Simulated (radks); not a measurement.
**The Coulomb parameter U of the 5d shell of Hg³⁺**

Aim: U as the second difference [E(n + 0.5) + E(n − 0.5) − 2E(n)]/0.5², with all orbitals relaxed. Bare: the atom's charge changes with n. Screened: the 6s shell takes up the change. The start is a model configuration, not necessarily the ground state.

Program: radks (a radial shooting solver on a logarithmic mesh, Libxc functionals) version 1. Level of theory: scalar-relativistic Kohn-Sham, BLYP, spin-unpolarised, spherical densities, point nucleus. These are calculated values, not measurements, unless marked.

### Step 1. Starting point

```
element       : mercury (Z = 80)
charge        : +3
electrons     : 77
configuration : [Xe] 4f14 5d7.5 6s1.5
```

### Step 2. Start: [Xe] 4f14 5d7.5 6s1.5

Input:

```text
Z 80
configuration [Xe] 4f14 5d7.5 6s1.5
relativity scalar-relativistic
functional b88,lyp
spin unpolarised
nucleus point
c 137.035999084
```

### Step 3. Bare +0.5: [Xe] 4f14 5d8 6s1.5

Input:

```text
Z 80
configuration [Xe] 4f14 5d8 6s1.5
relativity scalar-relativistic
functional b88,lyp
spin unpolarised
nucleus point
c 137.035999084
```

### Step 4. Bare -0.5: [Xe] 4f14 5d7 6s1.5

Input:

```text
Z 80
configuration [Xe] 4f14 5d7 6s1.5
relativity scalar-relativistic
functional b88,lyp
spin unpolarised
nucleus point
c 137.035999084
```

### Step 5. Screened +0.5: [Xe] 4f14 5d8 6s1

Input:

```text
Z 80
configuration [Xe] 4f14 5d8 6s1
relativity scalar-relativistic
functional b88,lyp
spin unpolarised
nucleus point
c 137.035999084
```

### Step 6. Screened -0.5: [Xe] 4f14 5d7 6s2

Input:

```text
Z 80
configuration [Xe] 4f14 5d7 6s2
relativity scalar-relativistic
functional b88,lyp
spin unpolarised
nucleus point
c 137.035999084
```

Q: Predict the outcome of this session.

As calculated:

| quantity | value (eV) |
| --- | --- |
| U, bare | 14.556 |
| U, screened by 6s | 1.605 |
| F0(5d,5d), frozen orbitals | 18.202 |

**Reading.** Relaxing the orbitals brings U down to 80 % of the Slater integral F0. Letting 6s compensate leaves 11 % of the bare value; this second difference measures U(5d,5d) + U(6s,6s) − 2U(5d,6s). A solid screens further than the bare atom, so the bare value is an upper guide for the U of a crystal.
